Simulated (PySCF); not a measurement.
# BiH2Cl (SMILES [H][Bi]([H])[Cl]) at 6 levels

Wanted: a comparison of 6 runs (HF/def2-SVP, HF/def2-TZVP, SVWN5/def2-SVP, B2PLYP/def2-SVPD, MP2/def2-SVP, CCSD/def2-SVP) of BiH2Cl. The job is set up through a Python script.

The results are computed with PySCF 2.14.0.

1 further run of the same task is left out (set aside as unsound or not needed).

### Step 1. Starting point

The species is BiH2Cl (4 atoms), meant as a singlet with charge 0. As SMILES, `[H][Bi]([H])[Cl]`. Geometry: a GFN2-xTB relaxation, a rough one for these elements and not checked as a minimum.

Bond lengths: Bi1–Cl4 2.502 Å, Bi1–H2 1.771 Å, Bi1–H3 1.770 Å. Angles: H2–Bi1–Cl4 91.9°, H3–Bi1–Cl4 92.0°, H2–Bi1–H3 87.7°.

### Step 2. Energy and gradient at HF/def2-SVP (core potential) (run 1)

calc.py

```python
import pyscf.grad
from pyscf import gto

system = gto.M(
    atom='''
Bi       0.073780       0.140840       0.857770
H        1.514100       0.135430      -0.172530
H       -0.588940       1.398780      -0.196480
Cl      -0.998940      -1.675050      -0.488760
''',
    basis='def2-svp',
    max_memory=1860,
    charge=0,
    spin=0,
    ecp={'Bi': 'def2-svp'},
    verbose=4,
)

mf = system.RHF()
mf.conv_tol = 1e-10
mf.kernel()
if not mf.converged:
    mf = mf.newton().run(mf.mo_coeff, mf.mo_occ)

e_tot = mf.e_tot
print('Final energy', e_tot)
grad = mf.Gradients().kernel()
mf.analyze()
```

Run with:

```
OMP_NUM_THREADS=1 python calc.py
```

The log of the run:

```text
PySCF version 2.14.0

[INPUT] num. atoms = 4
[INPUT] num. electrons = 42
[INPUT] charge = 0
[INPUT] spin (= nelec alpha-beta = 2S) = 0
[INPUT] symmetry False subgroup None
[INPUT] Mole.unit = angstrom
[INPUT] Symbol           X                Y                Z      unit          X                Y                Z       unit  Magmom
[INPUT]  1 Bi     0.073780000000   0.140840000000   0.857770000000 AA    0.139423993470   0.266149027384   1.620950377868 Bohr   0.0
[INPUT]  2 H      1.514100000000   0.135430000000  -0.172530000000 AA    2.861234325204   0.255925609050  -0.326034448271 Bohr   0.0
[INPUT]  3 H     -0.588940000000   1.398780000000  -0.196480000000 AA   -1.112935303801   2.643311108519  -0.371293388955 Bohr   0.0
[INPUT]  4 Cl    -0.998940000000  -1.675050000000  -0.488760000000 AA   -1.887723014873  -3.165385744953  -0.923622540642 Bohr   0.0

nuclear repulsion = 102.430698296663
number of shells = 24
number of NR pGTOs = 111
number of NR cGTOs = 54
basis = def2-svp
ecp = {'Bi': 'def2-svp'}

[... 42 lines left out ...]
Final energy -674.0747286155826
[... 16 lines left out ...]
DFT Exchange-Correlation Energy =      -44.357016071812723
[... 7 lines left out ...]
MO #6   energy= -6.72878692742042  occ= 2
[... 5 lines left out ...]
MO #12  energy= -1.35914138205709  occ= 2
[... 5 lines left out ...]
MO #18  energy= -0.465358040503844 occ= 2
[... 5 lines left out ...]
MO #24  energy= 0.130977122880142  occ= 0
[... 5 lines left out ...]
MO #30  energy= 0.468385139323984  occ= 0
[... 5 lines left out ...]
MO #36  energy= 0.880526366786617  occ= 0
[... 5 lines left out ...]
MO #42  energy= 1.23577964149044   occ= 0
[... 5 lines left out ...]
MO #48  energy= 1.88113848502931   occ= 0
[... 5 lines left out ...]
MO #54  energy= 54.7501095146435   occ= 0
[... 22 lines left out ...]
pop of  0 Bi 5dx2-y2      1.74721
pop of  0 Bi 6dxy         0.27912
pop of  0 Bi 6dyz         0.17593
pop of  0 Bi 6dz^2        0.23120
pop of  0 Bi 6dxz         0.23235
pop of  0 Bi 6dx2-y2      0.19682
pop of  1 H 1s            1.62134
pop of  1 H 2s            0.03696
pop of  1 H 2px           0.04219
pop of  1 H 2py           0.00993
pop of  1 H 2pz           0.03006
pop of  2 H 1s            1.61992
pop of  2 H 2s            0.03691
pop of  2 H 2px           0.02017
pop of  2 H 2py           0.03256
pop of  2 H 2pz           0.02636
pop of  3 Cl 1s           2.00000
pop of  3 Cl 2s           1.99990
pop of  3 Cl 3s           1.98992
pop of  3 Cl 4s           0.02234
pop of  3 Cl 2px          1.99999
pop of  3 Cl 2py          1.99999
pop of  3 Cl 2pz          1.99999
pop of  3 Cl 3px          1.94508
pop of  3 Cl 3py          1.87030
pop of  3 Cl 3pz          1.92324
pop of  3 Cl 4px          0.01172
pop of  3 Cl 4py          0.01817
pop of  3 Cl 4pz          0.01232
pop of  3 Cl 3dxy         0.00615
pop of  3 Cl 3dyz         0.00787
pop of  3 Cl 3dz^2        0.00349
pop of  3 Cl 3dxz         0.00404
pop of  3 Cl 3dx2-y2      0.00476
 ** Mulliken atomic charges  **
charge of    0Bi =      2.29566
charge of    1H =     -0.74047
charge of    2H =     -0.73592
charge of    3Cl =     -0.81927
Dipole moment(X, Y, Z, Debye):  1.54738,  2.64146,  2.85953
```

Run time: 4.2 s. Hardware: 1 thread of Intel Xeon at 2.70GHz, shared host; peak memory 0.13 GiB.

### Step 3. Energy and forces at HF/def2-TZVP (core potential) (run 2)

input.py

```python
import pyscf.grad
from pyscf import gto, scf

molecule = gto.Mole()
molecule.atom = '''
Bi     0.073780     0.140840     0.857770
H      1.514100     0.135430    -0.172530
H     -0.588940     1.398780    -0.196480
Cl    -0.998940    -1.675050    -0.488760
'''
molecule.ecp = {'Bi': 'def2-svp'}
molecule.max_memory = 1860
molecule.basis = 'def2-tzvp'
molecule.verbose = 3
molecule.build()

myscf = scf.RHF(molecule)
myscf.conv_tol = 1e-10
myscf.kernel()
if not myscf.converged:
    myscf = myscf.newton().run(myscf.mo_coeff, myscf.mo_occ)

etot = myscf.e_tot
print(f'total energy: {etot:.8f} hartree')
grad = myscf.Gradients().kernel()
dip = myscf.dip_moment()
pop, q = myscf.mulliken_pop()
```

Run with:

```
OMP_NUM_THREADS=1 python input.py
```

The log of the run:

```text
converged SCF energy = -674.246038144924
total energy: -674.24603814 hartree
--------------- RHF gradients ---------------
         x                y                z
0 Bi     0.0038109213     0.0069715976     0.0107522174
1 H    -0.0028893718     0.0010161507    -0.0022951997
2 H     0.0024177037    -0.0022232303    -0.0020529419
3 Cl    -0.0033392532    -0.0057645179    -0.0064040758
----------------------------------------------
Dipole moment(X, Y, Z, Debye):  1.53378,  2.61793,  2.82312
 ** Mulliken pop  **
pop of  0 Bi 5s           0.06509
pop of  0 Bi 6s          -0.61587
pop of  0 Bi 7s           1.78743
pop of  0 Bi 8s           0.78670
pop of  0 Bi 9s           1.10153
pop of  0 Bi 10s          0.70234
pop of  0 Bi 5px         -0.22929
pop of  0 Bi 5py         -0.22728
pop of  0 Bi 5pz         -0.23273
pop of  0 Bi 6px          2.20274
pop of  0 Bi 6py          2.19808
pop of  0 Bi 6pz          2.21055
pop of  0 Bi 7px          0.24148
pop of  0 Bi 7py          0.20360
pop of  0 Bi 7pz          0.30584
pop of  0 Bi 8px          0.45817
pop of  0 Bi 8py          0.36953
pop of  0 Bi 8pz          0.61655
pop of  0 Bi 9px          0.06666
pop of  0 Bi 9py          0.04475
pop of  0 Bi 9pz          0.15365
pop of  0 Bi 5dxy         1.81844
pop of  0 Bi 5dyz         1.81823
pop of  0 Bi 5dz^2        1.81808
pop of  0 Bi 5dxz         1.81582
pop of  0 Bi 5dx2-y2      1.81934
pop of  0 Bi 6dxy         0.18029
pop of  0 Bi 6dyz         0.18653
pop of  0 Bi 6dz^2        0.17331
pop of  0 Bi 6dxz         0.18756
pop of  0 Bi 6dx2-y2      0.18121
pop of  0 Bi 7dxy         0.02515
pop of  0 Bi 7dyz         0.03512
pop of  0 Bi 7dz^2        0.01996
pop of  0 Bi 7dxz         0.03583
pop of  0 Bi 7dx2-y2      0.03958
pop of  0 Bi 5f-3         0.00271
pop of  0 Bi 5f-2         0.01013
pop of  0 Bi 5f-1         0.00504
pop of  0 Bi 5f+0         0.00487
pop of  0 Bi 5f+1         0.00265
pop of  0 Bi 5f+2         0.01349
pop of  0 Bi 5f+3         0.00583
pop of  0 Bi 6f-3         0.00008
pop of  0 Bi 6f-2         0.00078
pop of  0 Bi 6f-1         0.00029
pop of  0 Bi 6f+0         0.00048
pop of  0 Bi 6f+1         0.00024
pop of  0 Bi 6f+2         0.00111
pop of  0 Bi 6f+3         0.00054
pop of  1 H 1s            0.21349
pop of  1 H 2s            0.55771
pop of  1 H 3s            0.27550
pop of  1 H 2px           0.00548
pop of  1 H 2py           0.00060
pop of  1 H 2pz           0.00388
pop of  2 H 1s            0.21361
pop of  2 H 2s            0.55785
pop of  2 H 3s            0.27525
pop of  2 H 2px           0.00176
pop of  2 H 2py           0.00421
pop of  2 H 2pz           0.00401
pop of  3 Cl 1s           2.01177
pop of  3 Cl 2s           0.44616
pop of  3 Cl 3s           1.51634
pop of  3 Cl 4s           1.07575
pop of  3 Cl 5s           0.91188
pop of  3 Cl 2px          1.39629
pop of  3 Cl 2py          1.39185
pop of  3 Cl 2pz          1.39519
pop of  3 Cl 3px          0.56276
pop of  3 Cl 3py          0.56576
pop of  3 Cl 3pz          0.56347
pop of  3 Cl 4px          0.36454
pop of  3 Cl 4py          0.33883
pop of  3 Cl 4pz          0.35852
pop of  3 Cl 5px          0.97327
pop of  3 Cl 5py          0.92098
pop of  3 Cl 5pz          0.95799
pop of  3 Cl 6px          0.58870
pop of  3 Cl 6py          0.53610
pop of  3 Cl 6pz          0.57351
pop of  3 Cl 3dxy         0.00083
pop of  3 Cl 3dyz         0.00127
pop of  3 Cl 3dz^2        0.00031
pop of  3 Cl 3dxz         0.00051
pop of  3 Cl 3dx2-y2      0.00047
pop of  3 Cl 4dxy         0.00481
pop of  3 Cl 4dyz         0.00705
pop of  3 Cl 4dz^2        0.00215
pop of  3 Cl 4dxz         0.00308
pop of  3 Cl 4dx2-y2      0.00297
pop of  3 Cl 4f-3         0.00012
pop of  3 Cl 4f-2         0.00037
pop of  3 Cl 4f-1         0.00020
pop of  3 Cl 4f+0         0.00016
pop of  3 Cl 4f+1         0.00007
pop of  3 Cl 4f+2         0.00020
pop of  3 Cl 4f+3         0.00021
 ** Mulliken atomic charges  **
charge of    0Bi =      0.58780
charge of    1H =     -0.05665
charge of    2H =     -0.05668
charge of    3Cl =     -0.47447
```

Run time: 14 s. Hardware: 1 thread of Intel Xeon at 2.70GHz, shared host; peak memory 0.21 GiB.

Runs 3 to 4 aren't shown in full; the table further down has their settings and results.

### Step 4. Energy and forces at MP2/def2-SVP (core potential) (run 5)

run.py

```python
import pyscf.grad
from pyscf import gto, mp

mol = gto.Mole()
mol.atom = [
    ('Bi', (0.073780, 0.140840, 0.857770)),
    ('H', (1.514100, 0.135430, -0.172530)),
    ('H', (-0.588940, 1.398780, -0.196480)),
    ('Cl', (-0.998940, -1.675050, -0.488760)),
]
mol.basis = 'def2-svp'
mol.verbose = 4
mol.max_memory = 1860
mol.ecp = {'Bi': 'def2-svp'}
mol.build()

mf = mol.RHF()
mf.conv_tol = 1e-10
mf.kernel()
if not mf.converged:
    mf = mf.newton().run(mf.mo_coeff, mf.mo_occ)

pt = mp.MP2(mf, frozen=9).run()
e_final = pt.e_tot
print('E(%s) = %.9f' % ('MP2', e_final))
grad = pt.Gradients().kernel()
mf.analyze()
```

Run with:

```
OMP_NUM_THREADS=1 python run.py
```

The log of the run:

```text
PySCF version 2.14.0

[INPUT] num. atoms = 4
[INPUT] num. electrons = 42
[INPUT] charge = 0
[INPUT] spin (= nelec alpha-beta = 2S) = 0
[INPUT] symmetry False subgroup None
[INPUT] Mole.unit = angstrom
[INPUT] Symbol           X                Y                Z      unit          X                Y                Z       unit  Magmom
[INPUT]  1 Bi     0.073780000000   0.140840000000   0.857770000000 AA    0.139423993470   0.266149027384   1.620950377868 Bohr   0.0
[INPUT]  2 H      1.514100000000   0.135430000000  -0.172530000000 AA    2.861234325204   0.255925609050  -0.326034448271 Bohr   0.0
[INPUT]  3 H     -0.588940000000   1.398780000000  -0.196480000000 AA   -1.112935303801   2.643311108519  -0.371293388955 Bohr   0.0
[INPUT]  4 Cl    -0.998940000000  -1.675050000000  -0.488760000000 AA   -1.887723014873  -3.165385744953  -0.923622540642 Bohr   0.0

nuclear repulsion = 102.430698296663
number of shells = 24
number of NR pGTOs = 111
number of NR cGTOs = 54
basis = def2-svp
ecp = {'Bi': 'def2-svp'}

[... 41 lines left out ...]
converged SCF energy = -674.074728615583
[... 22 lines left out ...]
DFT Exchange-Correlation Energy =      -44.357016071812723
[... 7 lines left out ...]
MO #6   energy= -6.72878692742042  occ= 2
[... 5 lines left out ...]
MO #12  energy= -1.35914138205709  occ= 2
[... 5 lines left out ...]
MO #18  energy= -0.465358040503844 occ= 2
[... 5 lines left out ...]
MO #24  energy= 0.130977122880142  occ= 0
[... 5 lines left out ...]
MO #30  energy= 0.468385139323984  occ= 0
[... 5 lines left out ...]
MO #36  energy= 0.880526366786617  occ= 0
[... 5 lines left out ...]
MO #42  energy= 1.23577964149044   occ= 0
[... 5 lines left out ...]
MO #48  energy= 1.88113848502931   occ= 0
[... 5 lines left out ...]
MO #54  energy= 54.7501095146435   occ= 0
[... 22 lines left out ...]
pop of  0 Bi 5dx2-y2      1.74721
pop of  0 Bi 6dxy         0.27912
pop of  0 Bi 6dyz         0.17593
pop of  0 Bi 6dz^2        0.23120
pop of  0 Bi 6dxz         0.23235
pop of  0 Bi 6dx2-y2      0.19682
pop of  1 H 1s            1.62134
pop of  1 H 2s            0.03696
pop of  1 H 2px           0.04219
pop of  1 H 2py           0.00993
pop of  1 H 2pz           0.03006
pop of  2 H 1s            1.61992
pop of  2 H 2s            0.03691
pop of  2 H 2px           0.02017
pop of  2 H 2py           0.03256
pop of  2 H 2pz           0.02636
pop of  3 Cl 1s           2.00000
pop of  3 Cl 2s           1.99990
pop of  3 Cl 3s           1.98992
pop of  3 Cl 4s           0.02234
pop of  3 Cl 2px          1.99999
pop of  3 Cl 2py          1.99999
pop of  3 Cl 2pz          1.99999
pop of  3 Cl 3px          1.94508
pop of  3 Cl 3py          1.87030
pop of  3 Cl 3pz          1.92324
pop of  3 Cl 4px          0.01172
pop of  3 Cl 4py          0.01817
pop of  3 Cl 4pz          0.01232
pop of  3 Cl 3dxy         0.00615
pop of  3 Cl 3dyz         0.00787
pop of  3 Cl 3dz^2        0.00349
pop of  3 Cl 3dxz         0.00404
pop of  3 Cl 3dx2-y2      0.00476
 ** Mulliken atomic charges  **
charge of    0Bi =      2.29566
charge of    1H =     -0.74047
charge of    2H =     -0.73592
charge of    3Cl =     -0.81927
Dipole moment(X, Y, Z, Debye):  1.54738,  2.64146,  2.85953
```

It took 6.3 s on 1 thread of Intel Xeon at 2.70GHz, shared host; peak memory 0.26 GiB.

### Step 5. The energy at CCSD/def2-SVP (core potential) (run 6)

run.py

```python
# BiH2Cl
from pyscf import gto, scf, cc

molecule = gto.M(
    atom='Bi 0.073780 0.140840 0.857770; H 1.514100 0.135430 -0.172530; H -0.588940 1.398780 -0.196480; Cl -0.998940 -1.675050 -0.488760',
    ecp={'Bi': 'def2-svp'},
    verbose=4,
    max_memory=1860,
    basis='def2-svp',
)

mf = scf.RHF(molecule)
mf.conv_tol = 1e-10
mf.kernel()
if not mf.converged:
    mf = mf.newton().run(mf.mo_coeff, mf.mo_occ)

mycc = cc.CCSD(mf, frozen=9)
mycc.kernel()
energy = mycc.e_tot
print(f'total energy: {energy:.8f} hartree')
mf.analyze()
```

Run with:

```
OMP_NUM_THREADS=1 python run.py
```

The log of the run:

```text
PySCF version 2.14.0

[INPUT] num. atoms = 4
[INPUT] num. electrons = 42
[INPUT] charge = 0
[INPUT] spin (= nelec alpha-beta = 2S) = 0
[INPUT] symmetry False subgroup None
[INPUT] Mole.unit = angstrom
[INPUT] Symbol           X                Y                Z      unit          X                Y                Z       unit  Magmom
[INPUT]  1 Bi     0.073780000000   0.140840000000   0.857770000000 AA    0.139423993470   0.266149027384   1.620950377868 Bohr   0.0
[INPUT]  2 H      1.514100000000   0.135430000000  -0.172530000000 AA    2.861234325204   0.255925609050  -0.326034448271 Bohr   0.0
[INPUT]  3 H     -0.588940000000   1.398780000000  -0.196480000000 AA   -1.112935303801   2.643311108519  -0.371293388955 Bohr   0.0
[INPUT]  4 Cl    -0.998940000000  -1.675050000000  -0.488760000000 AA   -1.887723014873  -3.165385744953  -0.923622540642 Bohr   0.0

nuclear repulsion = 102.430698296663
number of shells = 24
number of NR pGTOs = 111
number of NR cGTOs = 54
basis = def2-svp
ecp = {'Bi': 'def2-svp'}

[... 70 lines left out ...]
total energy: -674.35997439 hartree
[... 6 lines left out ...]
DFT Exchange-Correlation Energy =      -44.357016071812723
[... 7 lines left out ...]
MO #6   energy= -6.72878692742042  occ= 2
[... 5 lines left out ...]
MO #12  energy= -1.35914138205709  occ= 2
[... 5 lines left out ...]
MO #18  energy= -0.465358040503844 occ= 2
[... 5 lines left out ...]
MO #24  energy= 0.130977122880142  occ= 0
[... 5 lines left out ...]
MO #30  energy= 0.468385139323984  occ= 0
[... 5 lines left out ...]
MO #36  energy= 0.880526366786617  occ= 0
[... 5 lines left out ...]
MO #42  energy= 1.23577964149044   occ= 0
[... 5 lines left out ...]
MO #48  energy= 1.88113848502931   occ= 0
[... 5 lines left out ...]
MO #54  energy= 54.7501095146435   occ= 0
[... 22 lines left out ...]
pop of  0 Bi 5dx2-y2      1.74721
pop of  0 Bi 6dxy         0.27912
pop of  0 Bi 6dyz         0.17593
pop of  0 Bi 6dz^2        0.23120
pop of  0 Bi 6dxz         0.23235
pop of  0 Bi 6dx2-y2      0.19682
pop of  1 H 1s            1.62134
pop of  1 H 2s            0.03696
pop of  1 H 2px           0.04219
pop of  1 H 2py           0.00993
pop of  1 H 2pz           0.03006
pop of  2 H 1s            1.61992
pop of  2 H 2s            0.03691
pop of  2 H 2px           0.02017
pop of  2 H 2py           0.03256
pop of  2 H 2pz           0.02636
pop of  3 Cl 1s           2.00000
pop of  3 Cl 2s           1.99990
pop of  3 Cl 3s           1.98992
pop of  3 Cl 4s           0.02234
pop of  3 Cl 2px          1.99999
pop of  3 Cl 2py          1.99999
pop of  3 Cl 2pz          1.99999
pop of  3 Cl 3px          1.94508
pop of  3 Cl 3py          1.87030
pop of  3 Cl 3pz          1.92324
pop of  3 Cl 4px          0.01172
pop of  3 Cl 4py          0.01817
pop of  3 Cl 4pz          0.01232
pop of  3 Cl 3dxy         0.00615
pop of  3 Cl 3dyz         0.00787
pop of  3 Cl 3dz^2        0.00349
pop of  3 Cl 3dxz         0.00404
pop of  3 Cl 3dx2-y2      0.00476
 ** Mulliken atomic charges  **
charge of    0Bi =      2.29566
charge of    1H =     -0.74047
charge of    2H =     -0.73592
charge of    3Cl =     -0.81927
Dipole moment(X, Y, Z, Debye):  1.54738,  2.64146,  2.85953
```

Run time: 6.3 s. Hardware: 1 thread of Intel Xeon at 2.70GHz, shared host; peak memory 0.16 GiB.

### Step 6. Overview of the runs

```csv
run,level,integration grid,task,energy (Eh),dipole moment (D) of the reference,HOMO energy (eV),LUMO energy (eV),wall time
1,HF/def2-SVP (core potential),–,gradient,-674.074729,4.19,-10.30,1.21,4.2 s
2,HF/def2-TZVP (core potential),–,gradient,-674.246038,4.14,-10.45,0.90,14 s
3,SVWN5/def2-SVP (core potential),5,gradient,-674.113999,3.20,-6.47,-2.81,12 s
4,B2PLYP/def2-SVPD (core potential),5,energy,-675.433185,3.93,-8.87,-1.14,15 s
5,MP2/def2-SVP (core potential),–,gradient,-674.328601,4.19,-10.30,1.21,6.3 s
6,CCSD/def2-SVP (core potential),–,energy,-674.359974,4.19,-10.30,1.21,6.3 s
```

### Step 7. Outcome

```
                                          quantity          value
                               run 6: total energy  -674.35997 Eh
       run 6: dipole moment (Hartree–Fock density)         4.19 D
        run 6: HOMO energy (Hartree–Fock orbitals)      -10.30 eV
        run 6: LUMO energy (Hartree–Fock orbitals)        1.21 eV
      run 6: HOMO–LUMO gap (Hartree–Fock orbitals)       11.51 eV
run 6: correlation energy (9 core orbitals frozen)     -285.2 mEh
                              run 6: T1 diagnostic          0.011
```

What this shows: Below the HF energy at the same shape and in the same basis (def2-SVP): MP2 -253.9 mEh; CCSD -285.2 mEh. Over runs 1, 2, 3, 4 the dipole moment (its size) runs from 3.20 D (SVWN5/def2-SVP) to 4.19 D (HF/def2-SVP). Over runs 1, 2, 3, 4 the HOMO–LUMO gap runs from 3.66 eV (SVWN5/def2-SVP) to 11.51 eV (HF/def2-SVP). Exact exchange widens orbital gaps. Totals of different functionals can't be ranked against each other. All runs together took 58 s, the longest 15 s.
